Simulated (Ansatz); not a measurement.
# AlFH₂Se: up Jacob's ladder to CCSD(T)

The task here is to estimate one member of a computed series from the others.

Program: Ansatz 0.2.0, Gaussian basis. Level of theory: functionals in def2-TZVPP, the program's frozen cores in correlated methods. These are calculated values, not measurements.

Plan: LDA (SPW92), PBE-D4, revPBE-D4, BLYP-D4, r2SCAN-D4, B97M-V, PBE0-D4, B3LYP-D4, r2SCANh-D4, r2SCAN0-D4, HSE06-D4, BHLYP-D4, CAM-B3LYP-D4, LC-ωPBE, ωB97X-V, ωB97M-V, B2PLYP, PBE-QIDH; CCSD(T)/def2-SVP; CCSD(T)/def2-TZVPP; MP2/def2-QZVPP; extrapolation to the limit; RPA on PBE.

### The relaxed structure

All runs share one geometry, relaxed beforehand with PBE0-D4 in a triple-zeta def2 set.

SMILES `[F][AlH][SeH]`, 5 atoms, charge 0, spin multiplicity 1.

Atoms are counted from 1 here; the program's logs count them from 0.

Bond lengths: F1–Al2 1.647 Å, Al2–Se3 2.302 Å, Al2–H4 1.570 Å, Se3–H5 1.470 Å. Angles: F1–Al2–Se3 115.9°, F1–Al2–H4 119.6°, Se3–Al2–H4 124.5°, Al2–Se3–H5 89.9°.

Set-up of the first run:

The input, in.yaml:

```yaml
crystal:
  periodic: [false, false, false]
  atoms:
    - {symbol: F, position_ang: [-1.154571, -0.647650, 1.724064]}
    - {symbol: Al, position_ang: [-0.330656, -0.470282, 0.309597]}
    - {symbol: Se, position_ang: [0.629717, 1.591800, -0.043079]}
    - {symbol: H, position_ang: [-0.243524, -1.674555, -0.694077]}
    - {symbol: H, position_ang: [1.148933, 1.127086, -1.337905]}
basis:
  gaussian: {orbitals: def2-TZVPP}
hamiltonian: {xc: lda}
output: {orbitals: {seedname: orbitals}}
```

Steps of the session up to this table: LDA; PBE-D4 (GGA); revPBE-D4 (GGA); BLYP-D4 (GGA); r2SCAN-D4 (meta-GGA); B97M-V (meta-GGA); PBE0-D4 (hybrid); B3LYP-D4 (hybrid); r2SCANh-D4 (hybrid); r2SCAN0-D4 (hybrid); HSE06-D4 (hybrid); BHLYP-D4 (hybrid); CAM-B3LYP-D4 (range-separated); LC-ωPBE-D4 (range-separated; the results give it without D4); ωB97X-V (range-separated); ωB97M-V (range-separated); B2PLYP (double hybrid); PBE-QIDH (double hybrid).

One of the session's tables, all rows but one given; the rest of the session is left out.

It belongs to the step «Orbital energies across the functionals». 

```
  functional  HOMO (eV)  gap (eV)
 LDA (SPW92)      -6.67      4.63
      PBE-D4      -6.52      4.72
   revPBE-D4      -6.47      4.77
     BLYP-D4      -6.34      4.65
   r2SCAN-D4      -6.80      5.32
      B97M-V      -6.84      5.20
     PBE0-D4      -7.65      6.58
    B3LYP-D4      -7.39      6.13
  r2SCANh-D4      -7.21      5.98
  r2SCAN0-D4      -7.83      6.96
    HSE06-D4          ?         ?
    BHLYP-D4      -8.59      8.28
CAM-B3LYP-D4      -8.89      8.75
     LC-ωPBE     -10.27     11.20
     ωB97X-V      -9.91     10.74
     ωB97M-V      -9.77     10.33
```

Estimate the missing values for HSE06-D4.

As computed: HOMO (eV): -7.25; gap (eV): 5.82. In the column «HOMO (eV)» it lies between B3LYP-D4 (-7.39) and r2SCANh-D4 (-7.21).
